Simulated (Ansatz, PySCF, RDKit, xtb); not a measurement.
**Which structure has the formula GaNH3ClO?**

Task: start from the formula GaNH3ClO, draw up candidate structures, narrow them down in stages, and characterise the one that lies lowest at 298.15 K.

The funnel: GFN2-xTB relaxations, single points with a density functional, relaxations at r2SCAN-D4/def2-SVP, harmonic vibrations, and a last energy at a higher level. All values are calculated.

7 further runs of the same task are left out: 7 set aside as unsound or not needed.

## Step 1: Drawing up candidates

All bonding patterns within simple valence rules are listed by program: one Lewis structure each, at most two rings and one unusual centre or charged pair. O–O, O–halogen and N–halogen bonds and N–N–N chains are not drawn. That gives 8 candidates.

```csv
label,SMILES,spin
c004,N[O][GaH][Cl],singlet
c165,[Cl][Ga@@H-]1[NH2+][O]1,singlet
c254,[Cl][Ga@@H-]1[NH][OH+]1,singlet
c345,O=[NH+][GaH2-][Cl],singlet
c420,[NH2][Ga]([OH])[Cl],singlet
c518,N=[O+][GaH2-][Cl],singlet
c551,O[NH][GaH][Cl],singlet
c618,[O-][NH2+][GaH][Cl],singlet
```

Candidates are built by distance geometry, with a force field where one applies, in up to four conformers (letters a to d). 2 starts with atoms placed at random are added, to find patterns that the rules miss.

Q: Predict the outcome of this search (final energies at CCSD(T)/def2-TZVP).

| quantity | value |
| --- | --- |
| lowest structure found | [NH2][Ga]([OH])[Cl], singlet, C1 |
| next finalist | [Cl][Ga@@H-]1[NH2+][O]1, singlet, 59.6 kcal/mol higher in G |
| share at equilibrium, among the finalists | 100.0 % |
| harmonic wavenumbers, lowest and highest (r2SCAN-D4/def2-SVP) | 137 and 3860 cm⁻¹ |
| rotational constants, same geometry | 0.1932, 0.09787, 0.06499 cm⁻¹ |
| dipole moment (PBE0/def2-TZVPD) | 3.61 D |
| HOMO energy (PBE0/def2-TZVPD) | -7.94 eV |
| LUMO energy (PBE0/def2-TZVPD) | -1.16 eV |
| HOMO–LUMO gap (PBE0/def2-TZVPD) | 6.78 eV |
| lowest excitation (TD-CAM-B3LYP/def2-SVPD) | 5.72 eV (f = 0.021) |
| strongest of the states computed, same level | 7.36 eV (f = 0.093) |
| lowest triplet excitation, same level, Tamm-Dancoff | 5.26 eV |
| vertical ionisation energy | 10.12 eV |
| vertical electron affinity | -0.10 eV (unbound: the value depends on the basis) |
| vertical triplet less singlet | +5.07 eV |

The lowest structure found is `[NH2][Ga]([OH])[Cl]`. Among the finalists first place is clear (59.6 kcal/mol); structures outside the list aren't covered. GFN2-xTB, HF/STO-3G, r2SCAN-D4/def2-SVP, r2SCAN-D4/def2-SVP, relaxed, HF/def2-TZVP and MP2/def2-TZVP already put its bonding pattern lowest among the structures in one piece. Lowest found is not proven lowest: the search is finite, and each finalist counts with one conformer. Patterns outside the rules of the enumeration were met only by chance.
